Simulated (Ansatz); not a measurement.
# Cs2C2ICl4 (element-swapped structure): how the settings move a single-point run

How sensitive is a single-point run of Cs2C2ICl4 (element-swapped structure) to its settings? A reference run comes first, then four runs with altered input.

Program: Ansatz 0.2.0. Level of theory: reference: DFT r2SCAN, plane waves, PAW, scalar-relativistic, no spin polarisation. These are calculated values, not measurements.

## Step 1: The system as given

Symmetry: C2/m, No. 12, monoclinic system. Conventional cell: a = 12.171 Å, b = 7.869 Å, c = 5.948 Å, α = 90.00°, β = 100.38°, γ = 90.00°. Around I (site symmetry 2/m) lie 2 C at 1.83 Å. Cs (site symmetry m) is surrounded by 1 C at 3.37 Å and 8 Cl at 3.61 to 3.74 Å. Cl (site symmetry 1) is surrounded by 1 I at 2.75 Å and 2 C at 3.28 to 3.32 Å and 4 Cs at 3.61 to 3.74 Å. Around C (site symmetry m) lie 1 I at 1.83 Å.

Coordinates:

```cif
data_structure
_symmetry_space_group_name_H-M 'C2/m'
_symmetry_Int_Tables_number 12
_cell_length_a 12.1712
_cell_length_b 7.8693
_cell_length_c 5.9483
_cell_angle_alpha 90.000
_cell_angle_beta 100.385
_cell_angle_gamma 90.000
_cell_volume 560.38
loop_
_atom_site_label
_atom_site_type_symbol
_atom_site_symmetry_multiplicity
_atom_site_Wyckoff_symbol
_atom_site_fract_x
_atom_site_fract_y
_atom_site_fract_z
_atom_site_occupancy
I1 I 2 a 0.00000 0.00000 0.00000 1
Cs1 Cs 4 i 0.66496 0.00000 0.32087 1
Cl1 Cl 8 j 0.39812 0.24732 0.20660 1
C1 C 4 i 0.11850 0.00000 0.23740 1
```

## Step 2: The reference run

File input.yaml:

```yaml
crystal:
  lattice:
    - [6.08562, 3.934637, 0.0]
    - [6.08562, -3.934637, 0.0]
    - [1.07224, 0.0, -5.850817]
  atoms:
    - { symbol: I, position: [0.0, 0.0, 0.0] }
    - { symbol: Cs, position: [0.66496, 0.66496, 0.67913] }
    - { symbol: Cs, position: [0.33504, 0.33504, 0.32087] }
    - { symbol: Cl, position: [0.64544, 0.1508, 0.7934] }
    - { symbol: Cl, position: [0.8492, 0.35456, 0.2066] }
    - { symbol: Cl, position: [0.35456, 0.8492, 0.2066] }
    - { symbol: Cl, position: [0.1508, 0.64544, 0.7934] }
    - { symbol: C, position: [0.1185, 0.1185, 0.7626] }
    - { symbol: C, position: [0.8815, 0.8815, 0.2374] }
  symmetry: { tolerance: 0.0003 }
kpoints:
  mp_grid: { grid: [3, 3, 3], shift: [0, 0, 0] }
magnetization:
  spin_polarized: false
scf:
  occupations: { method: fermi_dirac }
hamiltonian:
  pseudopotentials: { kind: paw }
  xc: r2scan
basis:
  ecutwfc: 500
output:
  forces: true
  stress: true
  eigenvalues: true
```

On the command line:

```console
ansatz run input.yaml --threads 1 --pin off --max-ram 2560MiB --backend cpu --events-out ev --progress --plain --runs-dir out
```

## Step 3: Changing settings: eigensolver.kind davidson, chi_scale 0.1, basis.precision f64

input.yaml: that of step 2 with these lines changed.

```diff
@@ -22,2 +22,4 @@
   occupations: { method: fermi_dirac }
+  eigensolver: { kind: davidson }
+  initial_density: { chi_scale: 0.1 }
 hamiltonian:
@@ -27,2 +29,3 @@
   ecutwfc: 500
+  precision: f64
 output:
@@ -31 +34,5 @@
   eigenvalues: true
+  write_density: true
+  write_potential: true
+  elf: true
+  volumetric_format: npy
```

## Step 4: Changed: occupations.method methfessel_paxton, occupations.width 0.05, mixing.algorithm msr1, mixing.beta 0.3, mixing.ndim 8

input.yaml: that of step 2 with these lines changed.

```diff
@@ -21,3 +21,4 @@
 scf:
-  occupations: { method: fermi_dirac }
+  occupations: { method: methfessel_paxton, width: 0.05 }
+  mixing: { algorithm: msr1, beta: 0.3, ndim: 8 }
 hamiltonian:
@@ -31 +32,5 @@
   eigenvalues: true
+  write_density: true
+  write_potential: true
+  elf: true
+  volumetric_format: npy
```

## Step 5: Changed: mp_grid.grid [4, 4, 4], occupations.width 0.15

input.yaml: that of step 2 with these lines changed.

```diff
@@ -17,3 +17,3 @@
 kpoints:
-  mp_grid: { grid: [3, 3, 3], shift: [0, 0, 0] }
+  mp_grid: { grid: [4, 4, 4], shift: [0, 0, 0] }
 magnetization:
@@ -21,3 +21,3 @@
 scf:
-  occupations: { method: fermi_dirac }
+  occupations: { method: fermi_dirac, width: 0.15 }
 hamiltonian:
```

## Step 6: Variant: mp_grid.shift [0.5, 0.5, 0.5], preconditioner local_kerker

input.yaml: that of step 2 with these lines changed.

```diff
@@ -17,3 +17,3 @@
 kpoints:
-  mp_grid: { grid: [3, 3, 3], shift: [0, 0, 0] }
+  mp_grid: { grid: [3, 3, 3], shift: [0.5, 0.5, 0.5] }
 magnetization:
@@ -22,2 +22,3 @@
   occupations: { method: fermi_dirac }
+  mixing: { preconditioner: local_kerker }
 hamiltonian:
@@ -31 +32,5 @@
   eigenvalues: true
+  write_density: true
+  write_potential: true
+  elf: true
+  volumetric_format: npy
```

**Question.** What will these runs give? Wanted: for each run, ending; energy change; pressure; gap; force.

The runs gave:

```
                                                                                                                   run     ending        energy change  pressure (GPa)  gap (eV)  force (eV/Å)  cycles  time
                                                                                                             reference  converged                    0             3.4      0.00          3.99      10  21 s
                                                      1: eigensolver.kind davidson, chi_scale 0.1, basis.precision f64  converged         0.0 meV/atom             3.4      0.00          3.99      13  31 s
2: occupations.method methfessel_paxton, occupations.width 0.05, mixing.algorithm msr1, mixing.beta 0.3, mixing.ndim 8  converged  +6.0 meV/atom (σ→0)             3.3      0.00          4.01      13  38 s
                                                                     3: mp_grid.grid [4, 4, 4], occupations.width 0.15  converged  -3.7 meV/atom (σ→0)             3.4      0.00          4.03      10  56 s
                                                         4: mp_grid.shift [0.5, 0.5, 0.5], preconditioner local_kerker  converged        -0.1 meV/atom             3.4      0.00          3.99       8  32 s
```

Times don't compare one to one where runs were asked for different outputs or read a saved state (see the inputs); cycles may leave out searches for a lower state.

Residual by cycle in the longest SCF loop of each run; runs are numbered as in the table. The quantity is the density residual dr2, in eV.

```
cycle  reference    run 1    run 2    run 3    run 4
    1       1.94     26.6     2.08     1.85     1.94
    2      0.171     8.96      1.3    0.112    0.113
    3      0.124     2.98     0.49   0.0757   0.0353
    4    0.00589    0.354    0.145  0.00698  0.00118
    5     8.5e-4   0.0583   0.0144   3.6e-4   1.5e-4
    6     2.9e-4  0.00649  0.00201   1.3e-4   1.2e-5
    8     6.0e-6   2.5e-4   3.2e-4   2.4e-6   2.7e-8
    9     1.0e-6   2.7e-5   1.6e-4   3.9e-7        -
   10     4.5e-8   6.6e-6   7.2e-5   2.1e-8        -
   11          -   5.3e-7   8.8e-6        -        -
   12          -   2.7e-7   8.6e-7        -        -
   13          -   2.3e-8   7.6e-8        -        -
```

What this shows: The pressure spans 3.3 to 3.4 GPa over the reference and the converged variants.

Caveats on the reference run: it is run without spin, though an odd electron count or open d shells could carry moments; its mesh is coarse for a cell with so small a gap or none; the cell is far from equilibrium (3 GPa, forces up to 4.0 eV/Å), so its values aren't those of the relaxed material; the structure is made up and not relaxed.
